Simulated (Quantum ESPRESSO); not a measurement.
# SiTe6 (Pm-3m) in Quantum ESPRESSO: reference runs

Aim: a first look at SiTe6 with PBE, on the cell as given.

Everything below comes from runs of Quantum ESPRESSO 7.5. Logs are shortened: lines on timing, memory, paths and dates and some standing lists are left out, and cuts for length are marked.

### 1 The crystal as given

The structure is cubic, space group Pm-3m (No. 221). The conventional cell has a = 5.940 Å, b = 5.940 Å, c = 5.940 Å, α = 90.00°, β = 90.00°, γ = 90.00°. Si (site symmetry m-3m) is surrounded by 24 Te at 4.38 Å. Te (site symmetry 4mm) is surrounded by 5 Te at 2.46 Å.

The cell was built by a generator and needn't be a form met in nature.

### 2 Single point, PBE

pw.in reads:

```
&CONTROL
  calculation = 'scf'
  prefix = 'pwscf'
  outdir = './tmp'
  pseudo_dir = './pseudo'
  tprnfor = .true.
  tstress = .true.
  disk_io = 'nowf'
/
&SYSTEM
  ibrav = 0
  nat = 7
  ntyp = 2
  ecutwfc = 55
  ecutrho = 440
  nbnd = 28
  occupations = 'smearing'
  smearing = 'fd'
  degauss = 0.00367493
/
&ELECTRONS
  conv_thr = 1.4d-09
  electron_maxstep = 120
  mixing_beta = 0.5
/
ATOMIC_SPECIES
Si    28.0850 Si.pbe-n-rrkjus_psl.1.0.0.UPF
Te   127.6000 Te_pbe_v1.uspp.F.UPF
CELL_PARAMETERS angstrom
   5.9402766100    0.0000000000    0.0000000000
   0.0000000000    5.9402766100    0.0000000000
   0.0000000000    0.0000000000    5.9402766100
ATOMIC_POSITIONS crystal
Si     0.0000000000    0.0000000000    0.0000000000
Te     0.2070000000    0.5000000000    0.5000000000
Te     0.5000000000    0.2070000000    0.5000000000
Te     0.7930000000    0.5000000000    0.5000000000
Te     0.5000000000    0.7930000000    0.5000000000
Te     0.5000000000    0.5000000000    0.2070000000
Te     0.5000000000    0.5000000000    0.7930000000
K_POINTS automatic
5 5 5 0 0 0
```

Potentials or basis: SSSP 1.3 efficiency PBE.

On the command line:

```bash
$ OMP_NUM_THREADS=1 pw.x -in pw.in > pw.out
```

pw.out:

```text
This program is part of the open-source Quantum ESPRESSO suite
     for quantum simulation of materials; please cite
[... 9 lines left out ...]
     --------------------
     sticks:   dense  smooth     PW     G-vecs:    dense   smooth      PW
     Sum        4405    2217    609               220303    78205   11363

     Using Slab Decomposition

     bravais-lattice index     =            0
     lattice parameter (alat)  =      11.2255  a.u.
     unit-cell volume          =    1414.5445 (a.u.)^3
     number of atoms/cell      =            7
     number of atomic types    =            2
     number of electrons       =        40.00
     number of Kohn-Sham states=           28
     kinetic-energy cutoff     =      55.0000  Ry
     charge density cutoff     =     440.0000  Ry
     scf convergence threshold =      1.4E-09
     mixing beta               =       0.5000
     number of iterations used =            8  plain     mixing
     Exchange-correlation= SLA  PW   PBE  PBE
                           (   1   4   3   4   0   0   0)

     celldm(1)=  11.225496  celldm(2)=   0.000000  celldm(3)=   0.000000
     celldm(4)=   0.000000  celldm(5)=   0.000000  celldm(6)=   0.000000

     crystal axes: (cart. coord. in units of alat)
               a(1) = (   1.000000   0.000000   0.000000 )
               a(2) = (   0.000000   1.000000   0.000000 )
               a(3) = (   0.000000   0.000000   1.000000 )

     reciprocal axes: (cart. coord. in units 2 pi/alat)
               b(1) = (  1.000000  0.000000  0.000000 )
               b(2) = (  0.000000  1.000000  0.000000 )
               b(3) = (  0.000000  0.000000  1.000000 )

     PseudoPot. # 1 for Si read from file:
     Si.pbe-n-rrkjus_psl.1.0.0.UPF
     Pseudo is Ultrasoft + core correction, Zval =  4.0
     Generated using "atomic" code by A. Dal Corso  v.5.1
     Using radial grid of 1141 points,  6 beta functions with:
                l(1) =   0
                l(2) =   0
                l(3) =   1
                l(4) =   1
                l(5) =   2
                l(6) =   2
     Q(r) pseudized with 0 coefficients

     PseudoPot. # 2 for Te read from file:
     Te_pbe_v1.uspp.F.UPF
     Pseudo is Ultrasoft + core correction, Zval =  6.0
     Generated by new atomic code, or converted to UPF format
     Using radial grid of  891 points,  5 beta functions with:
                l(1) =   0
                l(2) =   0
                l(3) =   1
                l(4) =   1
                l(5) =   2
     Q(r) pseudized with  6 coefficients,  rinner =    1.800   1.800   1.800
                                                       1.800   1.800

     atomic species   valence    mass     pseudopotential
     Si                4.00    28.08500     Si( 1.00)
     Te                6.00   127.60000     Te( 1.00)

     48 Sym. Ops., with inversion, found

   Cartesian axes

     site n.     atom                  positions (alat units)
         1        Si     tau(   1) = (   0.0000000   0.0000000   0.0000000  )
         2        Te     tau(   2) = (   0.2070000   0.5000000   0.5000000  )
         3        Te     tau(   3) = (   0.5000000   0.2070000   0.5000000  )
         4        Te     tau(   4) = (   0.7930000   0.5000000   0.5000000  )
         5        Te     tau(   5) = (   0.5000000   0.7930000   0.5000000  )
         6        Te     tau(   6) = (   0.5000000   0.5000000   0.2070000  )
         7        Te     tau(   7) = (   0.5000000   0.5000000   0.7930000  )

     number of k points=    10  Fermi-Dirac smearing, width (Ry)=  0.0037
                       cart. coord. in units 2pi/alat
        k(    1) = (   0.0000000   0.0000000   0.0000000), wk =   0.0160000
        k(    2) = (   0.0000000   0.0000000   0.2000000), wk =   0.0960000
        k(    3) = (   0.0000000   0.0000000   0.4000000), wk =   0.0960000
        k(    4) = (   0.0000000   0.2000000   0.2000000), wk =   0.1920000
        k(    5) = (   0.0000000   0.2000000   0.4000000), wk =   0.3840000
        k(    6) = (   0.0000000   0.4000000   0.4000000), wk =   0.1920000
        k(    7) = (   0.2000000   0.2000000   0.2000000), wk =   0.1280000
        k(    8) = (   0.2000000   0.2000000   0.4000000), wk =   0.3840000
        k(    9) = (   0.2000000   0.4000000   0.4000000), wk =   0.3840000
        k(   10) = (   0.4000000   0.4000000   0.4000000), wk =   0.1280000

     Dense  grid:   220303 G-vectors     FFT dimensions: (  75,  75,  75)

     Smooth grid:    78205 G-vectors     FFT dimensions: (  54,  54,  54)

     Initial potential from superposition of free atoms

     starting charge      39.9981, renormalised to      40.0000
     Starting wfcs are   28 randomized atomic wfcs

     Self-consistent Calculation

     iteration #  1     ecut=    55.00 Ry     beta= 0.50
     Davidson diagonalization with overlap
     ethr =  1.00E-02,  avg # of iterations =  4.4

     Threshold (ethr) on eigenvalues was too large:
     Diagonalizing with lowered threshold

     Davidson diagonalization with overlap
     ethr =  4.19E-04,  avg # of iterations =  4.4

     total energy              =    -167.99190606 Ry
     estimated scf accuracy    <       0.14602427 Ry

     iteration #  2     ecut=    55.00 Ry     beta= 0.50
     Davidson diagonalization with overlap
     ethr =  3.65E-04,  avg # of iterations =  3.1
[... 71 lines left out ...]
     total energy              =    -168.07272213 Ry
     estimated scf accuracy    <          1.7E-09 Ry

     iteration # 13     ecut=    55.00 Ry     beta= 0.50
     Davidson diagonalization with overlap
     ethr =  4.19E-12,  avg # of iterations =  4.7

     End of self-consistent calculation

          k = 0.0000 0.0000 0.0000 (  9771 PWs)   bands (ev):

   -13.6941  -7.3466  -7.3466  -7.3466  -5.8681  -5.8681  -3.8871   0.3250
     0.3250   0.3250   0.9942   3.8851   3.8851   3.8851   4.6088   4.6088
     4.6088   7.2931   7.2931   7.2931   7.2987   7.2987   8.8501   8.8501
     8.8501   9.2602  10.7661  10.7661

          k = 0.0000 0.0000 0.2000 (  9751 PWs)   bands (ev):

   -13.6588  -8.0036  -7.3326  -7.3326  -5.8659  -5.1698  -3.4509   0.0656
     0.0656   0.3294   0.9474   3.6177   3.8090   4.1155   4.1155   5.0704
     5.0704   5.6284   7.3311   7.3311   7.3345   7.7116   8.6264   8.6264
     9.1622  10.5223  10.5263  11.2076
[... 50 lines left out ...]
          k = 0.4000 0.4000 0.4000 (  9754 PWs)   bands (ev):

   -13.3932  -8.5780  -8.5780  -8.5463  -2.3002  -2.3002  -1.5146  -0.7831
    -0.7763  -0.7763   0.5113   0.5113   1.0073   2.8420   5.6946   5.9289
     5.9289   6.7833   6.7833   6.8747   7.6626   7.6626   7.9794   8.7812
     9.1194   9.1194   9.9429  11.7519

     the Fermi energy is     7.3675 ev

!    total energy              =    -168.07272213 Ry
     estimated scf accuracy    <          7.4E-10 Ry
     smearing contrib. (-TS)   =      -0.00431745 Ry
     internal energy E=F+TS    =    -168.06840468 Ry

     The total energy is F=E-TS. E is the sum of the following terms:
     one-electron contribution =     -19.89050955 Ry
     hartree contribution      =      28.60828619 Ry
     xc contribution           =     -94.79727135 Ry
     ewald contribution        =     -81.98890997 Ry

     convergence has been achieved in  13 iterations

     Forces acting on atoms (cartesian axes, Ry/au):

     atom    1 type  1   force =     0.00000000    0.00000000    0.00000000
     atom    2 type  2   force =    -0.56266602    0.00000000    0.00000000
     atom    3 type  2   force =     0.00000000   -0.56266602    0.00000000
     atom    4 type  2   force =     0.56266602    0.00000000    0.00000000
     atom    5 type  2   force =     0.00000000    0.56266602    0.00000000
     atom    6 type  2   force =     0.00000000    0.00000000   -0.56266602
     atom    7 type  2   force =     0.00000000    0.00000000    0.56266602

     Total force =     1.378245     Total SCF correction =     0.000054

     Computing stress (Cartesian axis) and pressure

          total   stress  (Ry/bohr**3)                   (kbar)     P=      674.46
   0.00458489   0.00000000   0.00000000          674.46        0.00        0.00
   0.00000000   0.00458489   0.00000000            0.00      674.46        0.00
   0.00000000   0.00000000   0.00458489            0.00        0.00      674.46

=------------------------------------------------------------------------------=
   JOB DONE.
=------------------------------------------------------------------------------=
```

It took 85 s on 1 thread of Intel Xeon 6975P-C (Granite Rapids), shared host; peak memory 0.83 GiB.

What came out:

```yaml
Free_energy: -2286.7459 eV
Pressure: 67.4 GPa
Largest_force: 14.467 eV/Å
Band_gap_on_the_k_mesh: none (metal or under the smearing width)
```

Forces on the atoms (eV/Å):
```
Si    0.000   0.000   0.000
Te  -14.467   0.000   0.000
Te    0.000 -14.467   0.000
Te   14.467   0.000   0.000
Te    0.000  14.467   0.000
Te    0.000   0.000 -14.467
Te    0.000   0.000  14.467
```

Caveat: a pressure of tens of GPa on the cell as given is suspect, and the run, the potentials or the cell itself is likely at fault; forces of over 1 eV/Å show positions far from the minimum, so gaps and moduli don't describe the material at rest. The run has no spin-orbit coupling, so splittings on Te are missing.
